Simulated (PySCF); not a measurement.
# C7H5FN2: the cost of one run

Programs: PySCF 2.14.0, with routines of our own; each step states its level. All values are computed. Atoms count from 0.

### 1 The system as given

15 atoms, charge 0, multiplicity 1; geometry from: GFN2-xTB.

### 2 Magnetic properties: GIAO BHandHLYP/pcSseg-1

Job settings and geometry (Å):

```
{"job": {"kind": "mag", "xc": "BHandHLYP", "basis": "pcSseg-1", "isotopologues": 0}, "charge": 0, "multiplicity": 1}
C     -3.853608    -0.143824    -1.107011
C     -2.685307    -0.056462    -0.845640
C     -1.316544     0.021690    -0.499401
N     -0.491439     0.664955    -1.317432
N      0.768445     0.770091    -1.056822
C      1.300063     0.244720     0.035307
C      2.766368     0.426649     0.234393
C      0.515933    -0.454334     0.965490
C     -0.823488    -0.563876     0.683101
F     -1.647410    -1.216307     1.517756
H     -4.871891    -0.210140    -1.350953
H      3.175905     0.989654    -0.598463
H      3.261630    -0.540891     0.295831
H      2.958046     0.962238     1.162649
H      0.938884    -0.886170     1.859283
```

Method: GIAO BHandHLYP/pcSseg-1 magnetisability, rotational g tensor and spin-rotation constants, non-relativistic, gas phase.

Command:

```sh
$ OMP_NUM_THREADS=1 python excited_run.py task.json out
```

One launch serves the whole session: the jobs run in the order shown.

Q: Estimate the wall time and peak memory of this first job on 1 thread of Arm Neoverse V1, shared host.

About 32 s, with a peak of 0.94 GiB.
